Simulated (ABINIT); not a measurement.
A run of ABINIT 10.8.3 (patched build) is set up as follows.

run.abi

```
pp_dirpath "./"
pseudos "Hg.upf, F.upf"

acell 4.0491352596 4.0491352596 4.0491352596 Angstrom
rprim
     0.0000000000     0.7071067812     0.7071067812
     0.7071067812     0.0000000000     0.7071067812
     0.7071067812     0.7071067812     0.0000000000
ntypat 2
znucl 80 9
natom 4
typat 1 2 2 2
xred
     0.0000000000     0.0000000000     0.0000000000
     0.5000000000     0.5000000000     0.5000000000
     0.7500000000     0.7500000000     0.7500000000
     0.2500000000     0.2500000000     0.2500000000

ecut 1142.878222 eV

kptopt 1
ngkpt 6 6 6
nshiftk 1
shiftk 0.0 0.0 0.0

ixc -116133

nband 25
occopt 3
tsmear 0.00183747

nstep 100
tolvrs 1.0e-10

iomode 3
prtwf 0
prtden 0
prteig 0
prtebands 0
enunit 2
```

Potentials or basis: PseudoDojo NC SR PBEsol v0.4.1 standard.

Command:

```sh
$ abinit run.abi > log 2>&1
```

Q: What does it give for the pressure?

A: -5.6 GPa.

Q: Estimate the band gap on the k mesh.

A: None (metal or under the smearing width).

Caveat: an odd number of electrons without spin polarisation forces a metal; a magnetic or distorted state may lie lower. Spin-orbit coupling is left out, which matters for the levels of Hg.
